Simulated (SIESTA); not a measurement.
TePt:

```
Pt Te
1.0
     4.26288    0.00000    0.00000
    -2.13144    3.69176    0.00000
     0.00000    0.00000    5.66177
Pt Te
2 2
Direct
  0.00000 0.00000 0.00000
  0.00000 0.00000 0.50000
  0.33333 0.66667 0.25000
  0.66667 0.33333 0.75000
```

Measurements of this composition are mostly on another form, of space group No. 166.

```yaml
Program: SIESTA 5.4.2
Task: single point
Functional: PBEsol
Potentials_or_basis: PseudoDojo 0.4 standard (PBEsol files)
Basis: DZP (energy shift 0.003 Ry; two zetas on semicore shells)
Grid_cutoff: 800 Ry
Energy_shift: 0.003 Ry
k_mesh: 7 × 7 × 5
Occupations: fermi-dirac, width 0.05 eV
Spin: no spin polarisation
```

On this cell: pressure -2.9 GPa; largest force under 0.003 eV/Å; band gap on the k mesh none (metal or under the smearing width).

The same run follows on a disturbed copy (atoms moved at random, drawn with an rms of 0.05 Å):

```
CELL_PARAMETERS angstrom
4.26288 0.00000 0.00000
-2.13144 3.69176 0.00000
0.00000 0.00000 5.66177
ATOMIC_POSITIONS crystal
Pt 0.99496 0.98831 0.00616
Pt 0.99613 0.00148 0.49847
Te 0.33465 0.66674 0.24536
Te 0.66461 0.33698 0.75650
```

Problem. What does the disturbed cell give?

Solution. The energy (extrapolated to zero smearing) moves by +5.1 meV/atom; pressure -2.6 GPa; largest force 0.446 eV/Å; band gap on the k mesh none (metal or under the smearing width).

Forces on the atoms (eV/Å):
```
Pt  -0.011  0.205 -0.396
Pt   0.027  0.057  0.352
Te  -0.071 -0.095  0.252
Te   0.053 -0.166 -0.208
```

Stress tensor (GPa, compression positive):
```
-2.14  0.02 -0.03
 0.02 -2.20  0.06
-0.03  0.06 -3.57
```

Caveats: short orbitals over semicore shells can move pressures by several GPa; the basis of atomic orbitals isn't converged, which shifts pressures, moduli and gaps.
